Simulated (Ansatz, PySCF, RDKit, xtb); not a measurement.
# Si3H6O: from the formula to a structure

Given the formula Si3H6O and nothing else, which arrangement of the atoms is the most stable in the gas at 298.15 K, and what are its properties?

Plan: many cheap relaxations first (GFN2-xTB), then density-functional screening, relaxation at B3LYP-D3(BJ)/def2-SVP, vibrations and a final energy. The numbers are computed, not measured.

7 further runs of the same task are left out: 7 set aside as unsound or not needed.

## Step 1: Drawing up candidates

All bonding patterns within simple valence rules are listed by program: one Lewis structure each, at most two rings and one unusual centre or charged pair. O–O, O–halogen and N–halogen bonds and N–N–N chains are not drawn. That gives 39 candidates.

c004 O[Si][SiH2][SiH3]; c014 O=[Si@H-]([SiH2+])[SiH3]; c054 [SiH]O[SiH2][SiH3]; c101 [OH2+][SiH-][SiH]=[SiH2]; c159 [SiH][SiH2]O[SiH3] (triplet); c165 [SiH2]=[SiH]O[SiH3]; c189 [SiH3][O+]1[SiH-][SiH2]1; c218 O[SiH2][SiH2][SiH] (triplet); c253 [OH2+][Si-]1[SiH2][SiH2]1; c262 O[SiH2][Si][SiH3] (triplet); c306 [OH2+]/[Si-]=[SiH]/[SiH3]; c310 [SiH3][Si@@H]1[OH+][SiH-]1; c333 O[Si][SiH2][SiH3] (triplet); c334 O[Si@H]([SiH])[SiH3] (triplet); c403 [SiH3][Si-]1[OH+][SiH2]1; c414 [SiH2]=[Si-][OH+][SiH3]; c430 [SiH3][Si@@H]1O[SiH2]1; c435 O[SiH2][Si][SiH3]; c453 O[Si@H]([SiH])[SiH3]; c455 [SiH2-][O+]1[SiH2][SiH2]1; c490 O[Si](=[SiH2])[SiH3]; c515 [SiH2-]/[O+]=[SiH]\[SiH3]; c573 O/[SiH]=[SiH]\[SiH3]; c592 [SiH2-]/[O+]=[SiH]/[SiH3]; c615 [SiH3]O[Si][SiH3]; c629 O[SiH2][SiH2][SiH]; c683 O[SiH]1[SiH2][SiH2]1; c701 O1[SiH2][SiH2][SiH2]1; c716 O=[Si]([SiH3])[SiH3]; c721 O/[SiH]=[SiH]/[SiH3]; c725 [OH+]1[SiH-][SiH2][SiH2]1; c741 O[Si@H-](=[SiH2])[SiH2+]; c867 O[SiH2][SiH]=[SiH2]; c873 [SiH2]=[SiH][OH+][SiH2-]; c885 [SiH]O[SiH2][SiH3] (triplet); c930 O=[SiH][SiH2][SiH3]; c964 [SiH][SiH2]O[SiH3]; c973 [SiH3]O[Si][SiH3] (triplet); c984 [OH2+]/[Si-]=[SiH]\[SiH3].

Candidates are built by distance geometry, with a force field where one applies, in up to four conformers (letters a to d). 6 starts with atoms placed at random are added, to find patterns that the rules miss.

**Question.** With final energies at CCSD(T)/def2-SVP + MP2/def2-TZVPP - MP2/def2-SVP, which structure will this search put lowest in free energy, and by what margin?

| quantity | value |
| --- | --- |
| lowest structure found | O1[SiH2][SiH2][SiH2]1, singlet, C2v |
| next finalist | [SiH]O[SiH2][SiH3], singlet, 19.0 kcal/mol higher in G |
| share at equilibrium, among the finalists | 100.0 % |
| harmonic wavenumbers, lowest and highest (B3LYP-D3(BJ)/def2-SVP) | 107 and 2231 cm⁻¹ |
| rotational constants, same geometry | 0.1331, 0.1228, 0.06851 cm⁻¹ |
| dipole moment (PBE0/def2-TZVPD) | 1.12 D |
| HOMO energy (PBE0/def2-TZVPD) | -7.40 eV |
| LUMO energy (PBE0/def2-TZVPD) | -1.04 eV |
| HOMO–LUMO gap (PBE0/def2-TZVPD) | 6.36 eV |
| lowest excitation (TD-PBE0/def2-SVPD) | 5.41 eV (f = 0.120) |
| strongest of the states computed, same level | 6.41 eV (f = 0.176) |
| lowest triplet excitation, same level, Tamm-Dancoff | 4.67 eV |
| vertical ionisation energy | 9.26 eV |
| vertical electron affinity | -0.33 eV (unbound: the value depends on the basis) |
| vertical triplet less singlet | +4.52 eV |

The lowest structure found is `O1[SiH2][SiH2][SiH2]1`. Among the finalists first place is clear (19.0 kcal/mol); structures outside the list aren't covered. HF/STO-3G, r2SCAN-D4/def2-SVP, B3LYP-D3(BJ)/def2-SVP, HF/def2-SVP and MP2/def2-SVP already put its bonding pattern lowest among the structures in one piece; GFN2-xTB favours the singlet [SiH3]O[Si][SiH3] (c615a, not a finalist). 2 minima inside the window were never screened. The search is not exhaustive (a finite list of starts, one conformer a finalist), so a lower isomer can't be ruled out. Patterns outside the rules of the enumeration were met only by chance.
